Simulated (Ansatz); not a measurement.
# BF₂H₃OSi: one species, many methods

The task here is to estimate one member of a computed series from the others.

Computed with Ansatz 0.2.0, Gaussian basis. Level: functionals in def2-TZVPP, the program's frozen cores in correlated methods.

Levels to be run: LDA (SPW92), PBE-D4, revPBE-D4, BLYP-D4, r2SCAN-D4, B97M-V, PBE0-D4, B3LYP-D4, r2SCANh-D4, r2SCAN0-D4, HSE06-D4, BHLYP-D4, CAM-B3LYP-D4, LC-ωPBE, ωB97X-V, ωB97M-V, B2PLYP, PBE-QIDH; CCSD(T)/def2-SVP; CCSD(T)/def2-TZVPP; MP2/def2-QZVPP; extrapolation to the limit; RPA on PBE.

## The geometry

An earlier PBE0-D4 in a triple-zeta def2 set relaxation fixed the geometry.

SMILES `O[SiH2]B(F)F`, 8 atoms, charge 0, spin multiplicity 1.

Atoms are counted from 1 here; the program's logs count them from 0.

Bond lengths: O1–Si2 1.649 Å, O1–H6 0.958 Å, Si2–B3 2.038 Å, Si2–H7 1.483 Å, Si2–H8 1.492 Å, B3–F4 1.320 Å, B3–F5 1.323 Å. Angles: Si2–O1–H6 118.0°, O1–Si2–B3 111.7°, O1–Si2–H7 106.5°, O1–Si2–H8 112.2°, B3–Si2–H7 110.4°, B3–Si2–H8 107.7°, H7–Si2–H8 108.4°, Si2–B3–F4 122.2°, Si2–B3–F5 121.6°, F4–B3–F5 116.2°.

As a file:

```xyz
8

O    -0.62625    0.56462    1.59984
Si   -0.09725   -0.56193    0.51871
B     0.57612    0.30253   -1.20006
F     1.23296   -0.37904   -2.11961
F     0.35781    1.57980   -1.46575
H    -1.18111    1.27469    1.27490
H     0.99722   -1.30497    1.18800
H    -1.16730   -1.53289    0.14815
```

The first run:

in.yaml reads:

```yaml
crystal:
  periodic: [false, false, false]
  atoms:
    - {symbol: O, position_ang: [-0.626248, 0.564620, 1.599838]}
    - {symbol: Si, position_ang: [-0.097250, -0.561934, 0.518710]}
    - {symbol: B, position_ang: [0.576115, 0.302527, -1.200056]}
    - {symbol: F, position_ang: [1.232958, -0.379043, -2.119606]}
    - {symbol: F, position_ang: [0.357813, 1.579805, -1.465746]}
    - {symbol: H, position_ang: [-1.181111, 1.274685, 1.274904]}
    - {symbol: H, position_ang: [0.997220, -1.304974, 1.188004]}
    - {symbol: H, position_ang: [-1.167296, -1.532885, 0.148152]}
basis:
  gaussian: {orbitals: def2-TZVPP}
hamiltonian: {xc: lda}
output: {orbitals: {seedname: orbitals}}
```

The run is started by

```bash
$ ansatz run in.yaml --threads 2 --pin off --events-out ev --progress --plain --max-ram 4352MiB
```

Steps of the session up to this table: LDA; PBE-D4 (GGA); revPBE-D4 (GGA); BLYP-D4 (GGA); r2SCAN-D4 (meta-GGA); B97M-V (meta-GGA); B3LYP-D4 (hybrid); r2SCANh-D4 (hybrid); r2SCAN0-D4 (hybrid); HSE06-D4 (hybrid); BHLYP-D4 (hybrid); CAM-B3LYP-D4 (range-separated); LC-ωPBE (range-separated); ωB97X-V (range-separated); ωB97M-V (range-separated); B2PLYP (double hybrid); PBE-QIDH (double hybrid).

One of the session's tables, all rows but one given; the rest of the session is left out.

| functional | HOMO (eV) | gap (eV) |
| --- | --- | --- |
| LDA (SPW92) | -7.19 | 4.87 |
| PBE-D4 | -7.07 | 5.02 |
| revPBE-D4 | -7.01 | 5.08 |
| BLYP-D4 | -6.99 | 5.09 |
| r2SCAN-D4 | ? | ? |
| B97M-V | -7.49 | 5.58 |
| PBE0-D4 | -8.53 | 7.44 |
| B3LYP-D4 | -8.33 | 7.01 |
| r2SCANh-D4 | -7.95 | 6.51 |
| r2SCAN0-D4 | -8.76 | 7.82 |
| HSE06-D4 | -8.13 | 6.65 |
| BHLYP-D4 | -9.95 | 9.86 |
| CAM-B3LYP-D4 | -9.97 | 10.01 |
| LC-ωPBE | -11.28 | 12.54 |
| ωB97X-V | -10.94 | 12.10 |
| ωB97M-V | -10.76 | 11.70 |

**Question.** Estimate the row for r2SCAN-D4.

Worked estimate for «HOMO (eV)». Against the share of exact exchange, r2SCANh-D4 (0.1, -7.95), r2SCAN0-D4 (0.25, -8.76) give a slope of -5.40 per unit share; at 0 the line stands at -7.41.

**Answer.** HOMO (eV): -7.40; gap (eV): 5.63. In «HOMO (eV)» the line misses by -0.01.
